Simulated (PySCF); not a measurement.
# C2H10BOP: geometry, spin-spin couplings

Wanted: the spin-spin couplings of C2H10BOP (`C[O+](C)[BH2-]P`), by calculation.

Computed with PySCF 2.14.0, with density-fitted response routines of our own, on a single molecule in the gas phase. Atoms count from 0, in the outputs and in this text.

### 1 Starting geometry

15 atoms, charge 0, multiplicity 1; geometry from: GFN2-xTB. The atoms were then displaced at random by about 0.01 Å, so the start is not that level's minimum.

Bonds of the start (Å): C0–O1 1.41, O1–C2 1.42, O1–B3 1.67, B3–P4 1.94, C0–H5 1.09, C0–H6 1.06, C0–H7 1.11, C2–H8 1.12, C2–H9 1.07, C2–H10 1.09, B3–H11 1.20, B3–H12 1.18, P4–H13 1.37, P4–H14 1.39.

### 2 Optimising the geometry at PBE0-D3(BJ)/def2-SVP

Job settings and geometry (Å):

```
{"job": {"xc": "PBE0", "basis": "def2-SVP", "d3": "d3bj", "grid": 1, "shake": 0.01, "kind": "geom"}, "charge": 0, "multiplicity": 1}
C     -1.580590    -0.959400    -0.305130
O     -0.507890    -0.112210    -0.654340
C     -0.777950     1.252730    -0.367160
B      0.941940    -0.638740    -0.004480
P      2.273870     0.401000    -0.953110
H     -1.795050    -0.909290     0.766020
H     -1.342650    -1.951540    -0.608190
H     -2.475930    -0.592980    -0.852420
H     -0.896900     1.415440     0.735570
H     -1.652930     1.580710    -0.887050
H      0.096780     1.823230    -0.690810
H      0.849980    -0.450450     1.177160
H      0.937630    -1.770010    -0.331390
H      3.326390    -0.399350    -0.605000
H      2.587970     1.293460     0.067430
```

Command:

```
OMP_NUM_THREADS=1 python probes_run.py task.json out
```

The driver reads the jobs from task.json and runs them one after another.

**Question.** This job is followed by: B3LYP/cc-pVTZ indirect spin-spin coupling, non-relativistic, gas phase; B3LYP/6-31G* indirect spin-spin coupling, non-relativistic, gas phase. What will the session give for the following? point group; rotational constants (main isotopes); largest coupling of the table (B3LYP/cc-pVTZ); range of J(P4,H13), mean over like pairs.

**Answer**, as computed:

```
                                     quantity                                            value
                                  point group                                               C1
         rotational constants (main isotopes)                             7.58, 1.99, 1.71 GHz
largest coupling of the table (B3LYP/cc-pVTZ)  1J(P,H) P4–H13, 144.9 Hz (mean over like pairs)
     range of J(P4,H13), mean over like pairs                                144.9 to 200.7 Hz
```

The start of the PBE0/def2-SVP relaxation was shaken at random by about 0.01 Å, so part of the energy gained, and of the first lengths quoted, undoes that. Relaxing lowered the energy by 0.218 eV in 14 steps; the close pair that moved most is P4–H13, from 1.367 to 1.426 Å. Of the pairs tabulated at B3LYP/cc-pVTZ, P4–H13 (mean over like pairs) couples most strongly (144.9 Hz; Fermi contact 137.6 Hz). Couplings across rotatable bonds belong to this one conformer; where others are populated, the observed values are averages. The coupling P4–H13, as a mean over pairs of its kind, runs from 144.9 Hz (B3LYP/cc-pVTZ) to 200.7 Hz (B3LYP/6-31G*). Couplings from bases without tight functions are rough.
